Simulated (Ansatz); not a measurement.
**C₃H₄AlF: basis-set convergence**

The task here is to estimate one member of a computed series from the others.

The runs use Ansatz 0.2.0, Gaussian basis; one geometry, several basis sets.

The runs, in order: PBE0-D4/def2-SVP; ωB97M-V/def2-SVP; PBE0-D4/def2-QZVPP; ωB97M-V/def2-QZVPP; the functionals' def2-TZVPP values are taken from earlier runs.

## The relaxed structure

The geometry comes from an earlier relaxation with PBE0-D4 in a triple-zeta def2 set; it is a stationary point, not always the lowest conformer.

SMILES `F[C]1=C[CH2][AlH]1`, 9 atoms, charge 0, spin multiplicity 1.

Atoms are counted from 1 here; the program's logs count them from 0.

Bond lengths: F1–C2 1.335 Å, C2–C3 1.346 Å, C2–Al5 1.924 Å, C3–C4 1.520 Å, C3–H6 1.092 Å, C4–Al5 1.970 Å, C4–H7 1.093 Å, C4–H8 1.093 Å, Al5–H9 1.585 Å. Angles: F1–C2–C3 123.3°, F1–C2–Al5 147.3°, C3–C2–Al5 89.4°, C2–C3–C4 112.2°, C2–C3–H6 124.3°, C4–C3–H6 123.5°, C3–C4–Al5 83.0°, C3–C4–H7 113.0°, C3–C4–H8 113.0°, Al5–C4–H7 119.0°, Al5–C4–H8 119.0°, H7–C4–H8 107.8°, C2–Al5–C4 75.4°, C2–Al5–H9 141.5°, C4–Al5–H9 143.1°.

Set-up of the first run:

File in.yaml:

```yaml
crystal:
  periodic: [false, false, false]
  atoms:
    - {symbol: F, position_ang: [1.922586, 1.322612, 1.153617]}
    - {symbol: C, position_ang: [0.835347, 0.720572, 0.665710]}
    - {symbol: C, position_ang: [0.874212, -0.177865, -0.335914]}
    - {symbol: C, position_ang: [-0.507304, -0.702791, -0.690360]}
    - {symbol: Al, position_ang: [-1.075357, 0.512887, 0.751823]}
    - {symbol: H, position_ang: [1.787701, -0.498063, -0.841143]}
    - {symbol: H, position_ang: [-0.604798, -1.781461, -0.544290]}
    - {symbol: H, position_ang: [-0.798614, -0.477883, -1.719399]}
    - {symbol: H, position_ang: [-2.345370, 1.035792, 1.543056]}
basis:
  gaussian: {orbitals: def2-SVP}
hamiltonian: {xc: pbe0, dispersion: d4}
output: {orbitals: {seedname: orbitals}}
```

On the command line:

```bash
$ ansatz run in.yaml --threads 2 --pin off --events-out ev --progress --plain --max-ram 4352MiB
```

Among the steps run: PBE0-D4 in def2-SVP; ωB97M-V in def2-SVP; PBE0-D4 in def2-QZVPP; ωB97M-V in def2-QZVPP.

One of the session's tables, all rows but one given; the rest of the session is left out.

It belongs to the step «Density functionals: the series». 

| functional | basis | HOMO (eV) | LUMO (eV) |
| --- | --- | --- | --- |
| PBE0-D4 | def2-SVP | ? | ? |
| PBE0-D4 | def2-TZVPP | -7.29 | -1.49 |
| PBE0-D4 | def2-QZVPP | -7.31 | -1.52 |
| ωB97M-V | def2-SVP | -9.38 | 0.28 |
| ωB97M-V | def2-TZVPP | -9.48 | 0.16 |
| ωB97M-V | def2-QZVPP | -9.50 | 0.00 |

Estimate the missing values for PBE0-D4, def2-SVP.

As computed: HOMO (eV): -7.22; LUMO (eV): -1.44. In the column «HOMO (eV)» it is the highest.
